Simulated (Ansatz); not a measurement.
This script drives Ansatz 0.2.0, Python API.

`ip_brca.py`:
```python
import ansatz as az
from ase import Atoms


def total_energy(molecule, charge=0, unpaired=0):
    calc = molecule.calculation().basis(gaussian="def2-SVPD").functional("pbe0")
    if charge:
        calc = calc.charge(charge)
    if unpaired:
        calc = calc.spin("collinear", total=unpaired)
    return calc.run(threads=1).report["free_energy_ev"]

atoms = Atoms(["Ca", "Br"], positions=[
    (0.0, 0.0, 0.0),
    (0.0, 0.0, 2.705),
])
geometry = az.Crystal.molecule_from_ase(atoms)

parent = total_energy(geometry, 0, 1)
cation = total_energy(geometry, 1, 0)
print(f"E(N)   = {parent:.5f} eV")
print(f"E(N-1) = {cation:.5f} eV  (0 unpaired)")
print(f"vertical ionisation energy {cation - parent:.3f} eV")
other = total_energy(geometry, 1, 2)
print(f"to the state with 2 unpaired electrons: {other - parent:.3f} eV")
anion = total_energy(geometry, -1, 0)
print(f"E(N+1) = {anion:.5f} eV  (0 unpaired)")
print(f"vertical electron affinity {parent - anion:.3f} eV" + ("" if anion < parent else " (unbound in this basis)"))
print(f"fundamental gap IP - EA = {cation + anion - 2 * parent:.3f} eV")
```

It is started by `python ip_brca.py`. Estimate its wall time and peak memory on 1 thread of Arm Neoverse V1, on a shared host.

It took about 15 s, with a peak of 0.25 GiB, for 4 runs of the engine.

Running `python ip_brca.py` prints:
```text
E(N)   = -88462.47844 eV
E(N-1) = -88456.28050 eV  (0 unpaired)
vertical ionisation energy 6.198 eV
to the state with 2 unpaired electrons: 9.733 eV
E(N+1) = -88463.71497 eV  (0 unpaired)
vertical electron affinity 1.237 eV
fundamental gap IP - EA = 4.961 eV
```

The settings weren't tested for convergence. The geometry is a force-field or estimated start, not a minimum of this method, and the basis set is short of its limit. All parts are taken at fixed geometry, without zero-point energy. At an unrelaxed start these energies can be a whole eV from those at the minimum, and a small affinity can change sign. The run takes the species as open-shell (spin multiplicity 2), which needn't be its ground state. Only the spin states typed were run; another state of an ion can lie lower, by up to an eV or two. The spin state was assumed, and another may lie lower.
